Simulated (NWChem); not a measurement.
# One shape, several levels: BBrCl2 (bromodichloroborane)

Wanted: a comparison of 4 runs (HF/STO-3G, HF/3-21G, B3LYP/6-31G*) of BBrCl2 (bromodichloroborane). 

The results are computed with NWChem 7.3.0.

1 further run of the same task is left out (it didn't finish).

**1. The structure to begin with**

BBrCl2 has 4 atoms, charge 0, and is taken as a singlet. As SMILES, `ClB(Cl)Br`. Geometry: relaxed at PBE0-D4/def2-TZVP.

Bond lengths: Cl1–B2 1.735 Å, B2–Cl3 1.735 Å, B2–Br4 1.901 Å. Angles: Cl1–B2–Cl3 120.1°, Cl1–B2–Br4 119.9°, Cl3–B2–Br4 119.9°.

**2. Energy and forces at HF/STO-3G (run 1)**

Input file bbrcl2.xyz:

```xyz
4
BBrCl2
Cl     0.582100     0.666000     1.510800
B      0.037200    -0.038100     0.022100
Cl     0.444300    -1.679200    -0.365600
Br    -1.008100     0.991100    -1.187600
```

Input file bbrcl2.nw:

```
start bbrcl2
title "BBrCl2"
memory stack 880 mb heap 220 mb global 1100 mb

geometry units angstroms noautosym nocenter noautoz
 load format xyz bbrcl2.xyz
end

basis spherical bse
 * library STO-3G
end

scf
 singlet
 rhf
 thresh 1e-08
 maxiter 80
 print medium
end

task scf gradient
```

Launch:

```bash
nwchem bbrcl2.nw > bbrcl2.out
```

Output:

```text
[...]
  functions       =    41
[...]
  wavefunction    = RHF
[...]
         Total SCF energy =  -3478.318440138612
      One-electron energy =  -5553.040260893369
      Two-electron energy =   1723.312566181675
 Nuclear repulsion energy =    351.409254573081
        Time for solution =      1.7s
[...]
                         RHF ENERGY GRADIENTS
    atom               coordinates                        gradient
                 x          y          z           x          y          z
   1 Cl      1.100009   1.258558   2.854998   -0.009689  -0.009464  -0.024375
   2 B       0.070298  -0.071999   0.041763    0.025275  -0.024860   0.029308
   3 Cl      0.839605  -3.173228  -0.690884   -0.007564   0.026420   0.004365
   4 Br     -1.905033   1.872907  -2.244239   -0.008022   0.007904  -0.009298
[...]
```

It took 3 s on 1 thread of INTEL XEON PLATINUM 8581C at 2.30GHz (Emerald Rapids), shared host; peak memory 0.1 GiB.

**3. Energy and forces at HF/3-21G (run 2)**

Input file run.nw:

```
start run
memory stack 880 mb heap 220 mb global 1100 mb
charge 0
geometry noautosym nocenter noautoz
Cl       0.582100       0.666000       1.510800
B        0.037200      -0.038100       0.022100
Cl       0.444300      -1.679200      -0.365600
Br      -1.008100       0.991100      -1.187600
end
basis spherical bse
* library 3-21G
end
scf
thresh 1e-08
maxiter 80
print medium
end
task scf gradient
```

Launch:

```bash
nwchem run.nw > run.out
```

Output:

```text
[...]
  functions       =    57
[...]
  wavefunction    = RHF
[...]
         Total SCF energy =  -3499.276958282935
      One-electron energy =  -5568.309545819334
      Two-electron energy =   1717.623332963318
 Nuclear repulsion energy =    351.409254573081
        Time for solution =      1.9s
[...]
                         RHF ENERGY GRADIENTS
    atom               coordinates                        gradient
                 x          y          z           x          y          z
   1 Cl      1.100009   1.258558   2.854998   -0.006832  -0.008454  -0.018426
   2 B       0.070298  -0.071999   0.041763    0.005330  -0.005238   0.006220
   3 Cl      0.839605  -3.173228  -0.690884   -0.005137   0.020223   0.004537
   4 Br     -1.905033   1.872907  -2.244239    0.006639  -0.006531   0.007669
[...]
```

Run time: 3.3 s. Hardware: 1 thread of INTEL XEON PLATINUM 8581C at 2.30GHz (Emerald Rapids), shared host; peak memory 0.099 GiB.

Run 3 isn't shown in full; the table further down has it.

**4. Energy and forces at B3LYP/6-31G(d) (Cartesian functions) (run 4)**

Input file struct.nw:

```
start struct
title "BBrCl2 B3LYP"
memory 2200 mb
charge 0
geometry units angstrom noautosym nocenter noautoz
  Cl     0.582100     0.666000     1.510800
  B      0.037200    -0.038100     0.022100
  Cl     0.444300    -1.679200    -0.365600
  Br    -1.008100     0.991100    -1.187600
end
basis cartesian
  * library 6-31G*
end
dft
  xc b3lyp
  grid xfine
  convergence energy 1e-08
  maxiter 100
  mulliken
end
task dft gradient
```

Launch:

```bash
nwchem struct.nw > struct.out
```

Output:

```text
[...]
          Wavefunction type:  closed shell.
          No. of atoms     :     4
          No. of electrons :    74
[...]
          Charge           :     0
          Spin multiplicity:     1
[...]
          AO basis - number of functions:    88
[...]
              XC Information
              --------------
                         B3LYP Method XC Potential
                     Hartree-Fock (Exact) Exchange  0.200
                        Slater Exchange Functional  0.800 local
                    Becke 1988 Exchange Functional  0.720 non-local
              Lee-Yang-Parr Correlation Functional  0.810
                  VWN I RPA Correlation Functional  0.190 local
[...]
 d= 0,ls=0.0,diis     1  -3519.1374210233 -3.87D+03  1.83D-02  2.06D+00     2.1
[...]
 d= 0,ls=0.0,diis     8  -3519.2411425113  1.52D-09  6.86D-06  3.46D-07    12.3
         Total DFT energy =    -3519.241142511275
      One electron energy =    -5585.666644877022
           Coulomb energy =     1866.938054378953
    Exchange-Corr. energy =     -151.921806586286
 Nuclear repulsion energy =      351.409254573081
[...]
  wavefunction    = closed shell
                         DFT ENERGY GRADIENTS
    atom               coordinates                        gradient
                 x          y          z           x          y          z
   1 Cl      1.100009   1.258558   2.854998   -0.002876  -0.003756  -0.007901
   2 B       0.070298  -0.071999   0.041763    0.000049  -0.000038   0.000105
   3 Cl      0.839605  -3.173228  -0.690884   -0.002136   0.008676   0.002063
   4 Br     -1.905033   1.872907  -2.244239    0.004964  -0.004883   0.005733
[...]
```

It took 19 s on 1 thread of INTEL XEON PLATINUM 8581C at 2.30GHz (Emerald Rapids), shared host; peak memory 0.13 GiB.

**5. Overview of the runs**

| run | level | iteration cap | module | energy (Eh) | dipole moment (D) | HOMO energy (eV) | LUMO energy (eV) | wall time |
| --- | --- | --- | --- | --- | --- | --- | --- | --- |
| 1 | HF/STO-3G | 80 | scf | -3478.318440 | 0.71 | -9.78 | 4.65 | 3 s |
| 2 | HF/3-21G | 80 | scf | -3499.276958 | 0.60 | -11.86 | 1.54 | 3.3 s |
| 3 | B3LYP/6-31G* (spherical functions) | 100 | dft | -3519.225638 | 0.01 | -8.33 | -1.92 | 19 s |
| 4 | B3LYP/6-31G* (Cartesian functions) | 100 | dft | -3519.241143 | 0.01 | -8.33 | -1.93 | 19 s |

**6. Results**

```
                       quantity           value
            run 4: total energy  -3519.24114 Eh
           run 4: dipole moment          0.01 D
             run 4: HOMO energy        -8.33 eV
             run 4: LUMO energy        -1.93 eV
           run 4: HOMO–LUMO gap         6.40 eV
run 4: largest force on an atom      0.474 eV/Å
```

In words: The dipole moment (its size) runs from 0.01 D (B3LYP/6-31G*) to 0.71 D (HF/STO-3G). The two ends differ in method and basis. The HOMO–LUMO gap runs from 6.40 eV (B3LYP/6-31G*) to 14.44 eV (HF/STO-3G). In run 1 the basis is minimal, so the values are rough. All runs together took 45 s, the longest 19 s.
